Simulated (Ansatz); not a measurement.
**BClH3PSSe: basis-set convergence**

The task here is to estimate one member of a computed series from the others.

Program: Ansatz 0.2.0, Gaussian basis. Level of theory: one geometry, several basis sets. These are calculated values, not measurements.

The runs, in order: PBE0-D4/def2-SVP; ωB97M-V/def2-SVP; PBE0-D4/def2-QZVPP; ωB97M-V/def2-QZVPP; the functionals' def2-TZVPP values are taken from earlier runs.

**The relaxed structure**

The geometry comes from an earlier relaxation with PBE0-D4 in a triple-zeta def2 set; it is a stationary point, not always the lowest conformer.

SMILES `SP([SeH])BCl`, 8 atoms, charge 0, spin multiplicity 1.

Atoms are counted from 1 here; the program's logs count them from 0.

Bond lengths: S1–P2 2.102 Å, S1–H6 1.344 Å, P2–Se3 2.245 Å, P2–B4 1.889 Å, Se3–H7 1.470 Å, B4–Cl5 1.735 Å, B4–H8 1.191 Å. Angles: P2–S1–H6 95.1°, S1–P2–Se3 109.7°, S1–P2–B4 99.6°, Se3–P2–B4 103.6°, P2–Se3–H7 93.0°, P2–B4–Cl5 122.6°, P2–B4–H8 118.2°, Cl5–B4–H8 118.8°.

The first run:

Input file in.yaml:

```yaml
crystal:
  periodic: [false, false, false]
  atoms:
    - {symbol: S, position_ang: [-1.068513, 1.671305, 0.523741]}
    - {symbol: P, position_ang: [-0.094749, -0.191382, 0.503608]}
    - {symbol: Se, position_ang: [2.119862, 0.113962, 0.292961]}
    - {symbol: B, position_ang: [-0.621804, -0.802325, -1.204190]}
    - {symbol: Cl, position_ang: [0.394180, -1.801871, -2.192736]}
    - {symbol: H, position_ang: [-1.263226, 1.689971, 1.853038]}
    - {symbol: H, position_ang: [2.369104, -0.135178, 1.719778]}
    - {symbol: H, position_ang: [-1.742854, -0.601580, -1.551899]}
basis:
  gaussian: {orbitals: def2-SVP}
hamiltonian: {xc: pbe0, dispersion: d4}
output: {orbitals: {seedname: orbitals}}
```

Among the steps run: PBE0-D4 in def2-SVP; ωB97M-V in def2-SVP; PBE0-D4 in def2-QZVPP; ωB97M-V in def2-QZVPP.

One table of the session follows, with a row left open; its other results are not shown here.

It belongs to the step «Density functionals: the series». 

```
functional       basis  HOMO (eV)  LUMO (eV)
   PBE0-D4    def2-SVP      -6.97      -2.25
   PBE0-D4  def2-TZVPP      -7.08      -2.38
   PBE0-D4  def2-QZVPP      -7.10      -2.43
   ωB97M-V    def2-SVP      -8.97      -0.23
   ωB97M-V  def2-TZVPP      -9.10      -0.44
   ωB97M-V  def2-QZVPP          ?          ?
```

Estimate the missing values for ωB97M-V, def2-QZVPP.

As computed: HOMO (eV): -9.13; LUMO (eV): -0.52. In the column «HOMO (eV)» it is the lowest.
